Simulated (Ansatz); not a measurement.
# C₂H₇BS: a ladder of functionals and wavefunction methods

An exercise on one series of results from a longer session: the logs are not shown, and one member is left open.

Method: functionals in def2-TZVPP, the program's frozen cores in correlated methods; program: Ansatz 0.2.0, Gaussian basis.

The runs, in order: LDA (SPW92), PBE-D4, revPBE-D4, BLYP-D4, r2SCAN-D4, B97M-V, PBE0-D4, B3LYP-D4, r2SCANh-D4, r2SCAN0-D4, HSE06-D4, BHLYP-D4, CAM-B3LYP-D4, LC-ωPBE, ωB97X-V, ωB97M-V, B2PLYP, PBE-QIDH; CCSD(T)/def2-SVP; CCSD(T)/def2-TZVPP; MP2/def2-QZVPP; extrapolation to the limit; RPA on PBE.

### The geometry

An earlier PBE0-D4 in a triple-zeta def2 set relaxation fixed the geometry.

11 atoms, charge 0, spin multiplicity 1.

Atoms are counted from 1 here; the program's logs count them from 0.

Bond lengths: C1–B2 1.576 Å, C1–H5 1.095 Å, C1–H6 1.097 Å, C1–H7 1.093 Å, B2–C3 1.557 Å, B2–H8 1.201 Å, C3–S4 1.847 Å, C3–H9 1.087 Å, C3–H10 1.087 Å, S4–H11 1.342 Å. Angles: B2–C1–H5 114.1°, B2–C1–H6 107.9°, B2–C1–H7 113.2°, H5–C1–H6 106.7°, H5–C1–H7 108.4°, H6–C1–H7 106.2°, C1–B2–C3 122.0°, C1–B2–H8 120.6°, C3–B2–H8 116.6°, B2–C3–S4 78.0°, B2–C3–H9 121.9°, B2–C3–H10 120.3°, S4–C3–H9 110.2°, S4–C3–H10 107.0°, H9–C3–H10 111.9°, C3–S4–H11 96.8°.

The first run:

File in.yaml:

```yaml
crystal:
  periodic: [false, false, false]
  atoms:
    - {symbol: C, position_ang: [-1.198942, 0.715870, -0.257673]}
    - {symbol: B, position_ang: [-0.185756, -0.050317, 0.675179]}
    - {symbol: C, position_ang: [1.337163, -0.120529, 0.358550]}
    - {symbol: S, position_ang: [0.737802, -1.749484, -0.272158]}
    - {symbol: H, position_ang: [-0.817196, 0.912825, -1.265050]}
    - {symbol: H, position_ang: [-1.404359, 1.692976, 0.197873]}
    - {symbol: H, position_ang: [-2.164784, 0.212937, -0.347867]}
    - {symbol: H, position_ang: [-0.530432, -0.452871, 1.752382]}
    - {symbol: H, position_ang: [1.782311, 0.454235, -0.449633]}
    - {symbol: H, position_ang: [2.053327, -0.328961, 1.149013]}
    - {symbol: H, position_ang: [0.456467, -1.343681, -1.520116]}
basis:
  gaussian: {orbitals: def2-TZVPP}
hamiltonian: {xc: lda}
output: {orbitals: {seedname: orbitals}}
```

On the command line:

```console
ansatz run in.yaml --threads 2 --pin off --events-out ev --progress --plain --max-ram 4352MiB
```

Among the steps run: LDA; PBE-D4 (GGA); revPBE-D4 (GGA); BLYP-D4 (GGA); r2SCAN-D4 (meta-GGA); B97M-V (meta-GGA); B3LYP-D4 (hybrid); r2SCANh-D4 (hybrid); r2SCAN0-D4 (hybrid); HSE06-D4 (hybrid); BHLYP-D4 (hybrid); CAM-B3LYP-D4 (range-separated); LC-ωPBE (range-separated); ωB97X-V (range-separated); ωB97M-V (range-separated); B2PLYP (double hybrid); PBE-QIDH (double hybrid).

One of the session's tables, all rows but one given; the rest of the session is left out.

It belongs to the step «Orbital energies across the functionals». 

```
  functional  HOMO (eV)  gap (eV)
 LDA (SPW92)      -6.51      5.34
      PBE-D4      -6.39      5.40
   revPBE-D4      -6.34      5.44
     BLYP-D4      -6.24      5.35
   r2SCAN-D4      -6.61      5.97
      B97M-V          ?         ?
     PBE0-D4      -7.56      7.57
    B3LYP-D4      -7.34      7.07
  r2SCANh-D4      -7.05      6.76
  r2SCAN0-D4      -7.71      7.94
    HSE06-D4      -7.17      6.79
    BHLYP-D4      -8.61      9.53
CAM-B3LYP-D4      -8.87      9.89
     LC-ωPBE     -10.23     12.49
     ωB97X-V      -9.87     11.96
     ωB97M-V      -9.73     11.53
```

Estimate the missing values for B97M-V.

As computed: HOMO (eV): -6.69; gap (eV): 5.93. In the column «HOMO (eV)» it lies between r2SCANh-D4 (-7.05) and r2SCAN-D4 (-6.61).
